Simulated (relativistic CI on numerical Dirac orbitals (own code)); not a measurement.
# Co V (Co⁴⁺): levels and lines

The task is the spectrum of Co⁴⁺: levels, purity of their labels, lifetimes and lines. Configurations built on the next ion are tied to the tabulated ionisation energy.

Program: relativistic CI on numerical Dirac orbitals (own code) version 3. Level of theory: Dirac-Coulomb-Breit CI, KLI orbitals optimised for each configuration, model QED (radiative potential, 1s self-energy scaled to tabulated hydrogen-like ionisation energies), valence Slater integrals scaled by 0.85, P86 correlation estimate, and configurations built on the next ion tied to the tabulated ionisation energy (semi-empirical). These are calculated values, not measurements, unless marked.

## 1. What is computed

| Item | Value |
| --- | --- |
| ion | Co⁴⁺ (Co V) |
| nuclear charge | 27 |
| electrons | 23 |
| isotope | A = 59 |
| first configuration typed | [Ar] 3d5 |

The outer shells:

first configuration typed
```
[Ar] core
3d [↑ ][↑ ][↑ ][↑ ][↑ ]
```

## 2. Base run

The run's settings:

```ini
atom Co  Z=27  charge=4  electrons=23
nucleus A=59  rms_radius_fm=3.7875
hamiltonian dirac-coulomb  breit=on  qed=on  c_scale=1
orbitals kli  potential=per-configuration
slater_scale 0.85
correlation anchor
mixing on
configurations
  [Ar] 3d5
  [Ar] 3d4 4s
  [Ar] 3d4 4p
  [Ar] 3d4 4d
  [Ar] 3d4 5s
  [Ar] 3d4 4f
  [Ne] 3s2 3p5 3d6
  [Ar] 3d4 5p
  [Ar] 3d3 4s2
  [Ne] 3s2 3p4 3d7
  [Ar] 3d4 5d
  [Ar] 3d3 4s 4p
  [Ar] 3d4 5f
  [Ar] 3d4 5g
  [Ne] 3s 3p6 3d6
  [Ar] 3d3 4p2
  [Ar] 3d3 4s 4d
  [Ar] 3d3 4p 4d
  [Ne] 3s2 3p5 3d5 4s
end
```

Command:

```bash
> python run_levels.py task.json out
```

One command runs all members of the session, one after another, from task.json.

Q: Predict the outcome of this session. Wanted: lowest level; first excitation; lowest level of the other parity; fastest E1 line; mean error of paired levels.

As calculated:

```
                                                                         quantity                         value
                                                                     lowest level                     3d5 6S5/2
                                                                 first excitation        3d5 4G11/2, 35872 cm⁻¹
                                                 lowest level of the other parity    3d4 4p 6F°1/2, 282252 cm⁻¹
                                                              levels in the model                          4839
fastest E1 line (by rate) to the lowest level among the lowest 300 of 4839 levels  35.15 nm, from 3d4 4p 6P°7/2
                                                      mean error of paired levels             4164 cm⁻¹ over 46
```

**Reading.** 3d5 6S5/2 comes out lowest; its LS label holds 99 % and its jj label 43 %; over the low levels the means are 96 and 52 %, so LS coupling describes them better. Only configurations built on the next ion are tied to the tabulated ionisation energy; the others can be misplaced by 10,000 cm⁻¹ or more. Lifetimes count radiative decay inside the model alone.
